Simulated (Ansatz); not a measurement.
What does this script print? It uses Ansatz's Python interface.

`POSCAR`
```text
Sn2Ir
1.0
   0.00000000    3.16900000    3.16900000
   3.16900000    0.00000000    3.16900000
   3.16900000    3.16900000    0.00000000
Sn Ir
2 1
Direct
   0.25000000    0.25000000    0.25000000
   0.75000000    0.75000000    0.75000000
   0.00000000    0.00000000    0.00000000
```

Script `smear_sn2ir.py`:
```python
"""How the energy of Sn2Ir depends on the smearing."""

import ansatz as az
from ase.io import read
from tabulate import tabulate

atoms = read("POSCAR", format="vasp")
xtal = az.Crystal.from_ase(atoms)

model = (
    xtal.calculation()
    .functional("pbesol")
    .pseudopotentials("paw")
    .basis(38 * az.Ry)
    .kpoints(6)
    .stress()
)

rows = []
for value in [0.3, 0.2, 0.1, 0.05]:
    summary = model.occupations("methfessel_paxton", width=value).run(threads=1).report
    rows.append((value, summary["free_energy_ev"] / len(summary["lattice"]["sites"]), summary["n_iterations"], sum(summary["stress_gpa"][i][i] for i in range(3)) / 3, summary["n_kpoints"]))

print(tabulate(rows, headers=["width (eV)", "F/atom (eV)", "iterations", "P (GPa)", "k-points"], floatfmt=".4f", tablefmt="github"))

# differences from the last row
for row in rows[:-1]:
    shift = 1000 * (row[1] - rows[-1][1])
    print(f"{row[0]}: {shift:+.2f} meV/atom" + ("  (within 5 meV)" if abs(shift) < 5 else ""))
```

Running `python smear_sn2ir.py` prints:
```text
|   width (eV) |   F/atom (eV) |   iterations |   P (GPa) |   k-points |
|--------------|---------------|--------------|-----------|------------|
|       0.3000 |    -7899.8282 |            5 |    0.5522 |         16 |
|       0.2000 |    -7899.8269 |            5 |    0.4666 |         16 |
|       0.1000 |    -7899.8254 |            6 |    0.2945 |         16 |
|       0.0500 |    -7899.8249 |            6 |    0.0695 |         16 |
0.3: -3.23 meV/atom  (within 5 meV)
0.2: -2.01 meV/atom  (within 5 meV)
0.1: -0.47 meV/atom  (within 5 meV)
```

Going from 0.05 to 0.3 eV changes F by -3.2 meV an atom. This scheme is built to cancel the term in the square of the width, but that needs a smooth density of states and a fine mesh, and here a sizeable shift remains. The pressure moves from 0.07 to 0.55 GPa.

Notes:
- The mesh is modest for a metal, so energies can be off by several to tens of meV an atom and pressures by half a GPa or more; differences at equal mesh fare better.
- The narrowest width needs the finest mesh, so the last row is no converged reference.
- Pressure is positive in compression.
- Spin-orbit coupling, which matters for elements this heavy, is left out.
- The starting cell is as deposited in a crystallographic database; the results hold for this polymorph, which needn't be the stable one.
- Timing: 11 s on 1 thread of Arm Neoverse V2 (shared host), peak memory 0.48 GiB.

(Lines on the test bed's own set-up are left out of the output.)
